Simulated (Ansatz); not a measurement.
# C₅H₁₅N₃OW: up Jacob's ladder to CCSD(T)

An exercise on one series of results from a longer session: the logs are not shown, and one member is left open.

Method: functionals in def2-TZVPP, the program's frozen cores in correlated methods; program: Ansatz 0.2.0, Gaussian basis.

The runs, in order: LDA (SPW92), PBE-D4, revPBE-D4, BLYP-D4, r2SCAN-D4, B97M-V, PBE0-D4, B3LYP-D4, r2SCANh-D4, r2SCAN0-D4, HSE06-D4, BHLYP-D4, CAM-B3LYP-D4, LC-ωPBE, ωB97X-V, ωB97M-V, B2PLYP, PBE-QIDH; CCSD(T)/def2-SVP; CCSD(T)/def2-TZVPP; MP2/def2-QZVPP; extrapolation to the limit; RPA on PBE.

**The relaxed structure**

An earlier PBE0-D4 in a triple-zeta def2 set relaxation fixed the geometry. W takes the def2 core potential; no spin-orbit term is included.

SMILES `C[N]=[W](=[O])([N](C)C)[N](C)C`, 25 atoms, charge 0, spin multiplicity 1.

Atoms are counted from 1 here; the program's logs count them from 0.

Bond lengths: C1–N2 1.420 Å, C1–H11 1.096 Å, C1–H12 1.096 Å, C1–H13 1.096 Å, N2–W3 1.762 Å, W3–O4 1.725 Å, W3–N5 1.956 Å, W3–N8 1.956 Å, N5–C6 1.447 Å, N5–C7 1.443 Å, C6–H14 1.092 Å, C6–H15 1.098 Å, C6–H16 1.099 Å, C7–H17 1.089 Å, C7–H18 1.099 Å, C7–H19 1.099 Å, N8–C9 1.443 Å, N8–C10 1.447 Å and more. Angles: N2–C1–H11 112.5°, N2–C1–H12 110.3°, N2–C1–H13 110.3°, H11–C1–H12 108.2°, H11–C1–H13 108.2°, H12–C1–H13 107.2°, C1–N2–W3 153.8°, N2–W3–O4 115.2°, N2–W3–N5 106.4°, N2–W3–N8 106.4°, O4–W3–N5 108.9°, O4–W3–N8 108.9°, N5–W3–N8 111.0°, W3–N5–C6 119.9°, W3–N5–C7 127.3°, C6–N5–C7 112.8°, N5–C6–H14 111.1°, N5–C6–H15 110.8° and more.

As a file:

```mol
C5H15N3OW
  3D, bonds by distance, orders not assigned

 25 24  0  0  0  0  0  0  0  0999 V2000
    1.0689   -3.2082   -0.2677 C   0  0
    0.6202   -1.8688   -0.1223 N   0  0
    0.1399   -0.2873   -0.7331 W   0  0
    0.1915   -0.1152   -2.4488 O   0  0
   -1.6947    0.0073   -0.1224 N   0  0
   -2.5025    1.0380   -0.7368 C   0  0
   -2.3898   -0.6944    0.9291 C   0  0
    1.3642    1.0097    0.0696 N   0  0
    2.2116    0.8153    1.2209 C   0  0
    1.4755    2.3392   -0.4892 C   0  0
    1.2223   -3.4872   -1.3161 H   0  0
    0.3417   -3.9030    0.1678 H   0  0
    2.0152   -3.3529    0.2661 H   0  0
   -1.9719    1.5130   -1.5645 H   0  0
   -3.4326    0.6151   -1.1398 H   0  0
   -2.7738    1.8176   -0.0119 H   0  0
   -1.7641   -1.4874    1.3358 H   0  0
   -3.3194   -1.1418    0.5504 H   0  0
   -2.6614   -0.0136    1.7479 H   0  0
    3.2625    1.0150    0.9692 H   0  0
    1.9332    1.4958    2.0376 H   0  0
    2.1308   -0.2079    1.5847 H   0  0
    0.8678    2.4393   -1.3909 H   0  0
    1.1495    3.1030    0.2299 H   0  0
    2.5155    2.5594   -0.7654 H   0  0
  1  2  8  0
  2  3  8  0
  3  4  8  0
  3  5  8  0
  5  6  8  0
  5  7  8  0
  3  8  8  0
  8  9  8  0
  8 10  8  0
  1 11  8  0
  1 12  8  0
  1 13  8  0
  6 14  8  0
  6 15  8  0
  6 16  8  0
  7 17  8  0
  7 18  8  0
  7 19  8  0
  9 20  8  0
  9 21  8  0
  9 22  8  0
 10 23  8  0
 10 24  8  0
 10 25  8  0
M  END
```

The first run:

Contents of in.yaml:

```yaml
crystal:
  periodic: [false, false, false]
  atoms:
    - {symbol: C, position_ang: [1.068915, -3.208166, -0.267724]}
    - {symbol: N, position_ang: [0.620221, -1.868829, -0.122312]}
    - {symbol: W, position_ang: [0.139885, -0.287295, -0.733134]}
    - {symbol: O, position_ang: [0.191462, -0.115199, -2.448814]}
    - {symbol: N, position_ang: [-1.694678, 0.007315, -0.122405]}
    - {symbol: C, position_ang: [-2.502531, 1.038012, -0.736761]}
    - {symbol: C, position_ang: [-2.389837, -0.694352, 0.929105]}
    - {symbol: N, position_ang: [1.364225, 1.009666, 0.069605]}
    - {symbol: C, position_ang: [2.211588, 0.815300, 1.220911]}
    - {symbol: C, position_ang: [1.475506, 2.339220, -0.489228]}
    - {symbol: H, position_ang: [1.222252, -3.487177, -1.316145]}
    - {symbol: H, position_ang: [0.341684, -3.902969, 0.167780]}
    - {symbol: H, position_ang: [2.015173, -3.352944, 0.266085]}
    - {symbol: H, position_ang: [-1.971904, 1.513007, -1.564539]}
    - {symbol: H, position_ang: [-3.432598, 0.615095, -1.139763]}
    - {symbol: H, position_ang: [-2.773766, 1.817576, -0.011862]}
    - {symbol: H, position_ang: [-1.764099, -1.487370, 1.335830]}
    - {symbol: H, position_ang: [-3.319408, -1.141840, 0.550423]}
    - {symbol: H, position_ang: [-2.661399, -0.013619, 1.747865]}
    - {symbol: H, position_ang: [3.262547, 1.014950, 0.969223]}
    - {symbol: H, position_ang: [1.933240, 1.495778, 2.037596]}
    - {symbol: H, position_ang: [2.130771, -0.207926, 1.584704]}
    - {symbol: H, position_ang: [0.867805, 2.439331, -1.390899]}
    - {symbol: H, position_ang: [1.149501, 3.102996, 0.229893]}
    - {symbol: H, position_ang: [2.515464, 2.559431, -0.765420]}
basis:
  gaussian: {orbitals: def2-TZVPP}
hamiltonian: {xc: lda}
output: {orbitals: {seedname: orbitals}}
```

Run with:

```console
$ ansatz run in.yaml --threads 4 --pin off --events-out ev --progress --plain --max-ram 66560MiB --backend cuda --devices 0, --max-vram 37GiB
```

Among the steps run: LDA; PBE-D4 (GGA); revPBE-D4 (GGA); BLYP-D4 (GGA); r2SCAN-D4 (meta-GGA); B97M-V (meta-GGA); B3LYP-D4 (hybrid); r2SCANh-D4 (hybrid); r2SCAN0-D4 (hybrid); HSE06-D4 (hybrid); BHLYP-D4 (hybrid); CAM-B3LYP-D4 (range-separated); LC-ωPBE (range-separated); ωB97X-V (range-separated); ωB97M-V (range-separated); B2PLYP (double hybrid); PBE-QIDH (double hybrid).

One of the session's tables, all rows but one given; the rest of the session is left out.

It belongs to the step «Frontier levels by functional». 

| functional | HOMO (eV) | gap (eV) |
| --- | --- | --- |
| LDA (SPW92) | ? | ? |
| PBE-D4 | -4.96 | 3.81 |
| revPBE-D4 | -4.91 | 3.83 |
| BLYP-D4 | -4.86 | 3.82 |
| r2SCAN-D4 | -5.18 | 4.17 |
| B97M-V | -5.33 | 4.34 |
| PBE0-D4 | -6.17 | 5.87 |
| B3LYP-D4 | -5.98 | 5.46 |
| r2SCANh-D4 | -5.64 | 4.94 |
| r2SCAN0-D4 | -6.34 | 6.11 |
| HSE06-D4 | -5.78 | 5.10 |
| BHLYP-D4 | -7.35 | 7.98 |
| CAM-B3LYP-D4 | -7.47 | 8.24 |
| LC-ωPBE | -8.73 | 10.63 |
| ωB97X-V | -8.42 | 10.19 |
| ωB97M-V | -8.34 | 9.89 |

Estimate the missing values for LDA (SPW92).

The run gave: HOMO (eV): -5.09; gap (eV): 3.74. In the column «HOMO (eV)» it lies between r2SCAN-D4 (-5.18) and PBE-D4 (-4.96).
